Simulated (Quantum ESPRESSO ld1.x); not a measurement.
**O⁺ in 1s1 2s2 2p3 3d1: an all-electron calculation**

What are the levels of the oxygen ion O+, how large are its shells, and how does its energy divide?

Method: scalar-relativistic Kohn-Sham, exchange-only B88, spin-unpolarised, spherical densities, point nucleus. Code: Quantum ESPRESSO ld1.x 7.5.

## Step 1: The atom as given

- element: oxygen (Z = 8)
- charge: +1
- electrons: 7
- configuration: 1s1 2s2 2p3 3d1

Outer shells as boxes (Hund's rule):

O⁺
```
1s [↑ ]
2s [↑↓]
2p [↑ ][↑ ][↑ ]
3d [↑ ][  ][  ][  ][  ]
```

## Step 2: The calculation

ld1.in

```fortran
 &input
    atom='O',
    iswitch=1,
    rel=1,
    dft='SLA-NOC-B88-NOGC',
    config='1s1 2s2 2p3 3d1',
    verbosity='high',
    prefix='ld1',
    max_out_wfc=37,
    file_charge='ld1.rho',
 /
```

**Question.** What will this run give?

**Answer**, as computed:

```
                        quantity                value
                    total energy     -53.2450 hartree
exchange-correlation share of it              10.38 %
                            −T/E               1.0013
          highest occupied level        3d, -3.926 eV
    most extended occupied level  3d, <r> = 5.07 bohr
 radius at density 0.001 e/bohr³            4.04 bohr
    maxima of the radial density                    3
```

What this shows: The radial density shows 3 maxima for 3 occupied principal shells. This is not the tabulated ground configuration, so its levels and sizes aren't those of the ground state, and no measured value stands beside it.
